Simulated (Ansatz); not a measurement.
# CH₂I radical (SMILES [CH2]I): one structure at several levels

Aim: energy, forces and dipole at a structure displaced at random from a GFN2-xTB minimum, from CCSD(T) and from density functionals.

Program: Ansatz 0.2.0, Gaussian basis. Level of theory: single points in def2-TZVPP. These are calculated values, not measurements.

Correlated methods freeze the cores. Filled d shells of the heavier atoms are correlated. Core potentials replace the inner electrons past krypton, and spin-orbit coupling is left out. Orbitals are unrestricted.

## (1) The starting structure

SMILES `[CH2]I`, 4 atoms, charge 0, spin multiplicity 2.

Atoms are counted from 1 here; the program's logs count them from 0.

Bond lengths: C1–I2 1.992 Å, C1–H3 0.987 Å, C1–H4 1.100 Å. Angles: I2–C1–H3 120.8°, I2–C1–H4 117.0°, H3–C1–H4 115.4°.

Coordinates:

```
C     0.04470   -0.15640   -0.19530
I     0.77850    1.04610    1.21240
H    -0.73380    0.11520   -0.73710
H     0.14930   -1.23930   -0.03050
```

## (2) CCSD(T)/def2-TZVPP

File run/in.yaml:

```yaml
crystal:
  periodic: [false, false, false]
  atoms:
    - {symbol: C, position_ang: [0.044700, -0.156400, -0.195300]}
    - {symbol: I, position_ang: [0.778500, 1.046100, 1.212400]}
    - {symbol: H, position_ang: [-0.733800, 0.115200, -0.737100]}
    - {symbol: H, position_ang: [0.149300, -1.239300, -0.030500]}
basis:
  gaussian: {orbitals: def2-TZVPP}
magnetization: {spin_polarized: true, initial_magnetization: 1}
correlation: {method: ccsd_t}
scf: {omitted_lower_state_checks: [cluster_reference]}
output: {forces: true}
```

No record of the launch command was kept for these runs.

## (3) PBE0-D4/def2-TZVPP

run/in.yaml, as its differences from that of step 2:

```diff
@@ -10,4 +10,3 @@
 magnetization: {spin_polarized: true, initial_magnetization: 1}
-correlation: {method: ccsd_t}
-scf: {omitted_lower_state_checks: [cluster_reference]}
-output: {forces: true}
+hamiltonian: {xc: pbe0, dispersion: d4}
+output: {forces: true, orbitals: {seedname: orbitals}}
```

## (4) wB97M-V/def2-TZVPP

run/in.yaml, as its differences from that of step 3:

```diff
@@ -10,3 +10,3 @@
 magnetization: {spin_polarized: true, initial_magnetization: 1}
-hamiltonian: {xc: pbe0, dispersion: d4}
-output: {forces: true, orbitals: {seedname: orbitals}}
+hamiltonian: {xc: {name: wB97M-V}}
+output: {forces: true}
```

## (5) r2SCAN-D4/def2-TZVPP

run/in.yaml, as its differences from that of step 4:

```diff
@@ -10,3 +10,3 @@
 magnetization: {spin_polarized: true, initial_magnetization: 1}
-hamiltonian: {xc: {name: wB97M-V}}
+hamiltonian: {xc: r2scan, dispersion: d4}
 output: {forces: true}
```

## (6) PBE-D4/def2-TZVPP

run/in.yaml, as its differences from that of step 5:

```diff
@@ -10,3 +10,3 @@
 magnetization: {spin_polarized: true, initial_magnetization: 1}
-hamiltonian: {xc: r2scan, dispersion: d4}
+hamiltonian: {xc: pbe, dispersion: d4}
 output: {forces: true}
```

## (7) HSE06-D4/def2-TZVPP

run/in.yaml, as its differences from that of step 6:

```diff
@@ -10,3 +10,3 @@
 magnetization: {spin_polarized: true, initial_magnetization: 1}
-hamiltonian: {xc: pbe, dispersion: d4}
+hamiltonian: {xc: hse06, dispersion: d4}
 output: {forces: true}
```

## (8) LC-wPBE/def2-TZVPP

run/in.yaml, as its differences from that of step 7:

```diff
@@ -10,3 +10,3 @@
 magnetization: {spin_polarized: true, initial_magnetization: 1}
-hamiltonian: {xc: hse06, dispersion: d4}
+hamiltonian: {xc: {name: LC-wPBE}}
 output: {forces: true}
```

(Steps that only read results are left out.)

What does the calculation give? Wanted: energy less free atoms, CCSD(T)/def2-TZVPP; RMS force component; RMS force error; HOMO and LUMO, PBE0-D4; T1 diagnostic.

The runs gave:

| quantity | value |
| --- | --- |
| energy less free atoms, CCSD(T)/def2-TZVPP | -10.974 eV |
| RMS force component | 1.819 to 1.894 eV/Å over the methods |
| RMS force error | PBE0-D4 0.063, wB97M-V 0.059, r2SCAN-D4 0.032, PBE-D4 0.131, HSE06-D4 0.063, LC-wPBE 0.160 eV/Å |
| HOMO and LUMO, PBE0-D4 | -6.29 and -2.16 eV |
| T1 diagnostic | 0.016 |

What this shows: Against CCSD(T) the functionals' energies less atoms differ by -0.660 to -0.197 eV, PBE-D4 by -0.660 eV. A larger basis would deepen the CCSD(T) value, while the functionals are nearly converged already, so the order here is not reliable. The forces of r2SCAN-D4 come nearest to CCSD(T), those of LC-wPBE are farthest. Frozen-core CCSD(T) forces in triple zeta carry basis errors of their own, and this is one geometry, so small gaps rank nothing.
